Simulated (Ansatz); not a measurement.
# BH5O2Si: the cost of one run

Method: RKS B3LYP/def2-SVP, in Ansatz 0.2.0.

### Step 1. The structure to begin with

Bond lengths: B1–O2 1.432 Å, O2–Si3 1.689 Å, Si3–O4 1.751 Å, B1–H5 1.154 Å, B1–H6 1.250 Å, Si3–H7 1.496 Å, Si3–H8 1.490 Å, O4–H9 0.932 Å. Angles: B1–O2–Si3 103.8°, O2–B1–H5 123.0°, O2–B1–H6 118.7°, H5–B1–H6 117.4°, O2–Si3–O4 112.8°, O2–Si3–H7 112.4°, O2–Si3–H8 112.4°, O4–Si3–H7 106.1°, O4–Si3–H8 106.5°, H7–Si3–H8 106.1°, Si3–O4–H9 104.6°.

Structure file:

```xyz
9

B    -1.5649    0.5187    0.6707
O    -1.0962   -0.2058   -0.4727
Si    0.5817   -0.2269   -0.2762
O     1.4025   -1.1010   -1.5523
H    -1.9319    0.0026    1.6350
H    -1.7743    1.7463    0.5586
H     1.1717    1.1473   -0.2680
H     0.9955   -0.8617    1.0068
H     2.3043   -1.0659   -1.3190
```

### Step 2. Relaxing end A

input.yaml reads:

```yaml
crystal:
  periodic: [false, false, false]
  atoms:
    - { symbol: B, position_ang: [-1.5649, 0.5187, 0.6707] }
    - { symbol: O, position_ang: [-1.0962, -0.2058, -0.4727] }
    - { symbol: Si, position_ang: [0.5817, -0.2269, -0.2762] }
    - { symbol: O, position_ang: [1.4025, -1.101, -1.5523] }
    - { symbol: H, position_ang: [-1.9319, 0.0026, 1.635] }
    - { symbol: H, position_ang: [-1.7743, 1.7463, 0.5586] }
    - { symbol: H, position_ang: [1.1717, 1.1473, -0.268] }
    - { symbol: H, position_ang: [0.9955, -0.8617, 1.0068] }
    - { symbol: H, position_ang: [2.3043, -1.0659, -1.319] }
basis:
  gaussian: { orbitals: def2-SVP }
hamiltonian:
  xc: b3lyp
relax:
  f_tol: 0.015
  max_steps: 40
```

The run is started by

```sh
$ ansatz run input.yaml --threads 1 --pin off --max-ram 2048MiB --backend cpu --events-out ev --progress --plain --runs-dir out
```

Q: Estimate wall time and peak memory on 1 thread of Arm Neoverse V1, shared host.

About 71 s, with a peak of 0.16 GiB.
